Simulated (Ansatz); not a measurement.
# Na2BrCl: the cost of one run

Computed with Ansatz 0.2.0 (DFT LDA, scalar-relativistic, plane waves, PAW, unless a step's input says otherwise).

**1. Starting point**

It takes space group R-3m (No. 166, trigonal). The conventional cell has a = 4.072 Å, b = 4.072 Å, c = 19.974 Å, α = 90.00°, β = 90.00°, γ = 120.00°. Na (site symmetry 3m) is surrounded by 3 Cl at 2.83 Å and 3 Br at 2.93 Å. Br (site symmetry -3m) is surrounded by 6 Na at 2.93 Å. Around Cl (site symmetry -3m) lie 6 Na at 2.83 Å.

As a file:

```cif
data_structure
_symmetry_space_group_name_H-M 'R-3m:H'
_symmetry_Int_Tables_number 166
_cell_length_a 4.0720
_cell_length_b 4.0720
_cell_length_c 19.9744
_cell_angle_alpha 90.000
_cell_angle_beta 90.000
_cell_angle_gamma 120.000
_cell_volume 286.83
loop_
_atom_site_label
_atom_site_type_symbol
_atom_site_symmetry_multiplicity
_atom_site_Wyckoff_symbol
_atom_site_fract_x
_atom_site_fract_y
_atom_site_fract_z
_atom_site_occupancy
Na1 Na 6 c 0.00000 0.00000 0.25419 1
Br1 Br 3 b 0.33333 0.66667 0.16667 1
Cl1 Cl 3 a 0.00000 0.00000 0.00000 1
```

The structure comes from the Materials Project (structure only).

**2. A first look at the start**

input.yaml reads:

```yaml
crystal:
  lattice:
    - [2.0360244553, 1.1754992673, 6.6581171636]
    - [-2.0360244553, 1.1754992673, 6.6581171636]
    - [0.0, -2.3509985347, 6.6581171636]
  atoms:
    - { symbol: Na, position: [0.25419295, 0.25419295, 0.25419295] }
    - { symbol: Na, position: [0.74580705, 0.74580705, 0.74580705] }
    - { symbol: Br, position: [0.5, 0.5, 0.5] }
    - { symbol: Cl, position: [0.0, 0.0, 0.0] }
basis:
  ecutwfc: 420
kpoints:
  mp_grid: { grid: [6, 6, 6] }
hamiltonian:
  xc: lda
scf:
  occupations: { method: gaussian, width: 0.1 }
output:
  forces: true
  stress: true
  eigenvalues: true
```

What time and memory should one allow on 1 thread of an Arm CPU, shared host?

About 5.2 s, with a peak of 0.34 GiB.
